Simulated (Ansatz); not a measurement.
# CaCd2S3: the cost of one run

Program: Ansatz 0.2.0. Level of theory: DFT PBE, scalar-relativistic, plane waves, PAW. These are calculated values, not measurements.

2 further runs of the same task are left out: 1 that didn't finish, 1 set aside as unsound or not needed.

### Step 1. The structure to begin with

Symmetry: P6/mmm, No. 191, hexagonal system. The conventional cell has a = 6.778 Å, b = 6.778 Å, c = 3.592 Å, α = 90.00°, β = 90.00°, γ = 120.00°. Around Ca (site symmetry 6/mmm) lie 2 Ca at 3.59 Å and 12 S at 3.84 Å and 6 Cd at 3.91 Å. Cd (site symmetry -6m2) has 6 S at 2.66 Å as nearest neighbours. S (site symmetry mmm) has 4 Cd at 2.66 Å and 4 Ca at 3.84 Å as nearest neighbours.

As a file:

```xyz
6
Lattice="6.7779 0.0000 0.0000 -3.3890 5.8699 0.0000 0.0000 0.0000 3.5921" Properties=species:S:1:pos:R:3 pbc="T T T"
Ca    0.0000    0.0000    0.0000
Cd    3.3890    1.9566    0.0000
Cd    0.0000    3.9132    0.0000
S    -1.6945    2.9349    1.7961
S     3.3890    0.0000    1.7961
S     1.6945    2.9349    1.7961
```

The cell is invented: species swapped into a database cell of YbB2Ru3 (P6/mmm, No. 191), with Ca on the Yb sites, Cd on the B sites and S on the Ru sites. Its size is a rough estimate.

### Step 2. Probe: one point on a coarse mesh

File input.yaml:

```yaml
crystal:
  lattice:
    - [6.77792311, 0.0, 0.0]
    - [-3.38896155, 5.8698536, 0.0]
    - [0.0, 0.0, 3.59214087]
  atoms:
    - { symbol: Ca, position: [0.0, 0.0, 0.0] }
    - { symbol: Cd, position: [0.66666667, 0.33333333, 0.0] }
    - { symbol: Cd, position: [0.33333333, 0.66666667, 0.0] }
    - { symbol: S, position: [0.0, 0.5, 0.5] }
    - { symbol: S, position: [0.5, 0.0, 0.5] }
    - { symbol: S, position: [0.5, 0.5, 0.5] }
basis:
  ecutwfc: 420
kpoints:
  mp_grid: { grid: [3, 3, 6] }
hamiltonian:
  xc: pbe
scf:
  occupations: { method: gaussian, width: 0.1 }
  lower_state_search: "off"
output:
  forces: true
  stress: true
  eigenvalues: true
```

The run is started by

```sh
ansatz run input.yaml --threads 1 --pin off --max-ram 2048MiB --backend cpu --events-out ev --progress --plain --runs-dir out
```

**Question.** How long does this run take on 1 thread of Intel Xeon 6975P-C (Granite Rapids), shared host, and how much memory does it need?

About 2 s, with a peak of 0.45 GiB.
